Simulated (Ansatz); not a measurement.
# AlAsH₄O (SMILES [AlH2][O][AsH2]): one structure at several levels

The task here is to estimate one member of a computed series from the others.

Method: single points in def2-TZVPP; program: Ansatz 0.2.0, Gaussian basis.

Cores are frozen in the correlated methods. Filled d shells of the heavier atoms are correlated.

## Starting geometry

SMILES `[AlH2][O][AsH2]`, 7 atoms, charge 0, spin multiplicity 1.

Atoms are counted from 1 here; the program's logs count them from 0.

Bond lengths: Al1–O2 1.735 Å, Al1–H4 1.612 Å, Al1–H5 1.581 Å, O2–As3 1.780 Å, As3–H6 1.456 Å, As3–H7 1.601 Å. Angles: O2–Al1–H4 116.7°, O2–Al1–H5 116.8°, H4–Al1–H5 126.4°, Al1–O2–As3 177.5°, O2–As3–H6 96.4°, O2–As3–H7 96.3°, H6–As3–H7 90.0°.

Geometry (Å):

```
Al   -1.4188    0.4560   -0.6918
O     0.2147    0.0543   -0.2676
As    1.8685   -0.4318    0.1749
H    -2.0840   -0.3868   -1.8941
H    -2.1154    1.5967    0.1529
H     1.9685    0.3986    1.3662
H     1.4482   -1.6827    1.0810
```

Set-up of the first run:

run/in.yaml

```yaml
crystal:
  periodic: [false, false, false]
  atoms:
    - {symbol: Al, position_ang: [-1.418800, 0.456000, -0.691800]}
    - {symbol: O, position_ang: [0.214700, 0.054300, -0.267600]}
    - {symbol: As, position_ang: [1.868500, -0.431800, 0.174900]}
    - {symbol: H, position_ang: [-2.084000, -0.386800, -1.894100]}
    - {symbol: H, position_ang: [-2.115400, 1.596700, 0.152900]}
    - {symbol: H, position_ang: [1.968500, 0.398600, 1.366200]}
    - {symbol: H, position_ang: [1.448200, -1.682700, 1.081000]}
basis:
  gaussian: {orbitals: def2-TZVPP}
correlation: {method: ccsd_t}
output: {forces: true}
```

No record of the launch command was kept for these runs.

Among the steps run: CCSD(T)/def2-TZVPP; PBE0-D4/def2-TZVPP; wB97M-V/def2-TZVPP; r2SCAN-D4/def2-TZVPP; PBE-D4/def2-TZVPP; revPBE-D4/def2-TZVPP; r2SCAN0-D4/def2-TZVPP.

One of the session's tables, all rows but one given; the rest of the session is left out.

| method | RMS force component (eV/Å) | angle to CCSD(T) forces (°) | dipole (D) |
| --- | --- | --- | --- |
| CCSD(T) | 0.692 | reference | 0.45 |
| PBE0-D4 | 0.724 | 5.4 | 0.40 |
| wB97M-V | 0.700 | 3.9 | 0.43 |
| r2SCAN-D4 | ? | ? | ? |
| PBE-D4 | 0.721 | 18.8 | 0.39 |
| revPBE-D4 | 0.719 | 21.2 | 0.38 |
| r2SCAN0-D4 | 0.738 | 6.8 | 0.42 |

Estimate the missing values for r2SCAN-D4.

As computed: RMS force component (eV/Å): 0.712; angle to CCSD(T) forces (°): 6.0; dipole (D): 0.42. In the column «RMS force component (eV/Å)» it lies between wB97M-V (0.700) and revPBE-D4 (0.719).
